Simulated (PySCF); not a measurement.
# The bond of SnF, level by level

The task here is to estimate one member of a computed series from the others.

Program: PySCF 2.14.0. Level of theory: Sn x2c-SVPall, F x2c-SVPall, spin-free X2C with a Gaussian nucleus. These are calculated values, not measurements.

Set-up of the first run:

The job is set up so:

- atoms: Sn, F
- charge: 0
- basis: Sn x2c-SVPall, F x2c-SVPall
- Hamiltonian: spin-free X2C with a Gaussian nucleus
- basis functions: 50
- electrons treated: 59
- masses in u: 119.9022, 18.9984
- levels: PBE0, PBE, r²SCAN, BP86, BLYP, r²SCAN0, LC-ωPBE, HF, MP2, SCS-MP2, CCSD, CCSD(T)
- grid: 80 radial by 434 angular points
- occupations: held fixed by the projection of orbital angular momentum
- dissociation limit: Sn + F, each in its ground configuration
- starting distance in angstrom: 1.965
- values of 2S to try: 1, 3

Steps of the session up to this table: Input; The PBE0 curve of the state that the search chose; Excited determinants; PBE (GGA); r²SCAN (meta-GGA); BP86; BLYP; r²SCAN0 (hybrid meta-GGA); LC-ωPBE; UHF (mean field); MP2 and coupled cluster.

One of the session's tables, all rows but one given; the rest of the session is left out.

Energy (eV) from each level's lowest point:

| R (Å) | UHF | UHF-MP2 | UHF-SCS-MP2 | UHF-CCSD | UHF-CCSD(T) |
| --- | --- | --- | --- | --- | --- |
| 1.692 | 1.243 | 1.347 | 1.360 | n/a | n/a |
| 1.770 | 0.513 | 0.583 | 0.593 | 0.587 | 0.601 |
| 1.849 | 0.136 | 0.174 | 0.180 | 0.177 | 0.186 |
| 1.908 | 0.017 | 0.035 | 0.038 | 0.036 | 0.041 |
| 1.967 | 0.000 | 0.000 | 0.000 | 0.000 | 0.000 |
| 2.026 | 0.060 | 0.044 | 0.041 | 0.042 | 0.037 |
| 2.105 | ? | ? | ? | ? | ? |
| 2.203 | 0.515 | 0.467 | 0.454 | 0.456 | 0.437 |
| 2.321 | 0.933 | 0.874 | 0.853 | 0.854 | 0.825 |
| 2.478 | 1.527 | 1.461 | 1.431 | n/a | n/a |

Q: Estimate the row for R (Å) = 2.105 from the others.

Worked estimate for «UHF». A straight line through the neighbours (2.026, 0.060) and (2.203, 0.515) gives 0.060 + (0.515 − 0.060) × (2.105 − 2.026) / (2.203 − 2.026) = 0.263; a parabola fitted to 4 rows on both sides gives 0.235.

As computed: UHF: 0.223; UHF-MP2: 0.191; UHF-SCS-MP2: 0.183; UHF-CCSD: 0.185; UHF-CCSD(T): 0.174. In «UHF» the line misses by +0.040 and the parabola by +0.012.

State 2 has its PBE0 minimum 3.80 eV higher. The other levels ran on the lowest alone.
